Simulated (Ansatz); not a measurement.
# Ti6C4OF2: the cost of one run

Method: DFT PBE, scalar-relativistic, plane waves, PAW, and further levels as typed in the inputs, in Ansatz 0.2.0.

## 1. The starting structure

The structure is monoclinic, space group C2/m (No. 12). The conventional cell has a = 10.566 Å, b = 6.100 Å, c = 25.100 Å, α = 90.00°, β = 90.00°, γ = 90.00°. Ti (site symmetry m) is surrounded by 6 C at 2.15 Å. C (site symmetry 1) has 6 Ti at 2.08 to 2.15 Å as nearest neighbours. Ti (site symmetry 1) is surrounded by 1 O at 2.02 Å and 3 C at 2.08 Å and 1 F at 2.14 Å. O (site symmetry m) is surrounded by 3 Ti at 2.02 Å. Around Ti (site symmetry 2) lie 6 C at 2.15 Å. Around C (site symmetry m) lie 6 Ti at 2.08 to 2.15 Å. Ti (site symmetry m) is surrounded by 3 C at 2.08 Å and 2 F at 2.14 Å. F (site symmetry 1) has 3 Ti at 2.14 Å as nearest neighbours. Only part of the 10 independent sites is listed.

Coordinates:

```cif
data_structure
_symmetry_space_group_name_H-M 'P 1'
_symmetry_Int_Tables_number 1
_cell_length_a 6.1000
_cell_length_b 6.1000
_cell_length_c 25.1000
_cell_angle_alpha 90.000
_cell_angle_beta 90.000
_cell_angle_gamma 120.000
_cell_volume 808.84
loop_
_atom_site_label
_atom_site_type_symbol
_atom_site_fract_x
_atom_site_fract_y
_atom_site_fract_z
_atom_site_occupancy
Ti1 Ti 0.00000 0.00000 0.50000 1
C1 C 0.16667 0.33333 0.54900 1
C2 C 0.33333 0.16667 0.45100 1
Ti2 Ti 0.33333 0.16667 0.59283 1
Ti3 Ti 0.16667 0.33333 0.40717 1
O1 O 0.00000 0.00000 0.63187 1
Ti4 Ti 0.00000 0.50000 0.50000 1
C3 C 0.16667 0.83333 0.54900 1
C4 C 0.33333 0.66667 0.45100 1
Ti5 Ti 0.33333 0.66667 0.59283 1
Ti6 Ti 0.16667 0.83333 0.40717 1
F1 F 0.00000 0.50000 0.64143 1
F2 F 0.00000 0.50000 0.35857 1
Ti7 Ti 0.50000 0.00000 0.50000 1
C5 C 0.66667 0.33333 0.54900 1
C6 C 0.83333 0.16667 0.45100 1
Ti8 Ti 0.83333 0.16667 0.59283 1
Ti9 Ti 0.66667 0.33333 0.40717 1
F3 F 0.50000 0.00000 0.64143 1
F4 F 0.50000 0.00000 0.35857 1
Ti10 Ti 0.50000 0.50000 0.50000 1
C7 C 0.66667 0.83333 0.54900 1
C8 C 0.83333 0.66667 0.45100 1
Ti11 Ti 0.83333 0.66667 0.59283 1
Ti12 Ti 0.66667 0.83333 0.40717 1
O2 O 0.50000 0.50000 0.36813 1
```

## 2. Relaxing cell and atoms: Ti12C8O2F4 sheet, no spin

Contents of input.yaml:

```yaml
crystal:
  lattice:
    - [6.1, 0.0, 0.0]
    - [-3.05, 5.2827549631, 0.0]
    - [0.0, 0.0, 25.1]
  atoms:
    - { symbol: Ti, position: [0.0, 0.0, 0.5] }
    - { symbol: C, position: [0.1666666667, 0.3333333333, 0.5490039841] }
    - { symbol: C, position: [0.3333333333, 0.1666666667, 0.4509960159] }
    - { symbol: Ti, position: [0.3333333333, 0.1666666667, 0.5928286853] }
    - { symbol: Ti, position: [0.1666666667, 0.3333333333, 0.4071713147] }
    - { symbol: O, position: [0.0, 0.0, 0.63187251] }
    - { symbol: Ti, position: [0.0, 0.5, 0.5] }
    - { symbol: C, position: [0.1666666667, 0.8333333333, 0.5490039841] }
    - { symbol: C, position: [0.3333333333, 0.6666666667, 0.4509960159] }
    - { symbol: Ti, position: [0.3333333333, 0.6666666667, 0.5928286853] }
    - { symbol: Ti, position: [0.1666666667, 0.8333333333, 0.4071713147] }
    - { symbol: F, position: [0.0, 0.5, 0.6414342629] }
    - { symbol: F, position: [0.0, 0.5, 0.3585657371] }
    - { symbol: Ti, position: [0.5, 0.0, 0.5] }
    - { symbol: C, position: [0.6666666667, 0.3333333333, 0.5490039841] }
    - { symbol: C, position: [0.8333333333, 0.1666666667, 0.4509960159] }
    - { symbol: Ti, position: [0.8333333333, 0.1666666667, 0.5928286853] }
    - { symbol: Ti, position: [0.6666666667, 0.3333333333, 0.4071713147] }
    - { symbol: F, position: [0.5, 0.0, 0.6414342629] }
    - { symbol: F, position: [0.5, 0.0, 0.3585657371] }
    - { symbol: Ti, position: [0.5, 0.5, 0.5] }
    - { symbol: C, position: [0.6666666667, 0.8333333333, 0.5490039841] }
    - { symbol: C, position: [0.8333333333, 0.6666666667, 0.4509960159] }
    - { symbol: Ti, position: [0.8333333333, 0.6666666667, 0.5928286853] }
    - { symbol: Ti, position: [0.6666666667, 0.8333333333, 0.4071713147] }
    - { symbol: O, position: [0.5, 0.5, 0.36812749] }
  periodic: [true, true, false]
scf:
  occupations: { method: gaussian, width: 0.05 }
  n_extra_bands: 6
output:
  forces: true
  stress: true
  write_density: true
  write_potential: true
  elf: true
  volumetric_format: npy
kpoints:
  mp_grid: { grid: [5, 5, 1] }
hamiltonian:
  xc: pbe
relax:
  f_tol: 0.02
  max_steps: 100
  cell: { stress_2d_tol: 0.1 }
```

The run is started by

```console
> ansatz run input.yaml --threads 8 --pin off --max-ram 24576MiB --backend cpu --events-out ev --progress --plain --runs-dir out
```

**Question.** How long does this run take on 8 threads of Intel Xeon 6975P-C (Granite Rapids), shared host, and how much memory does it need?

About 61 s, with a peak of 6.7 GiB.
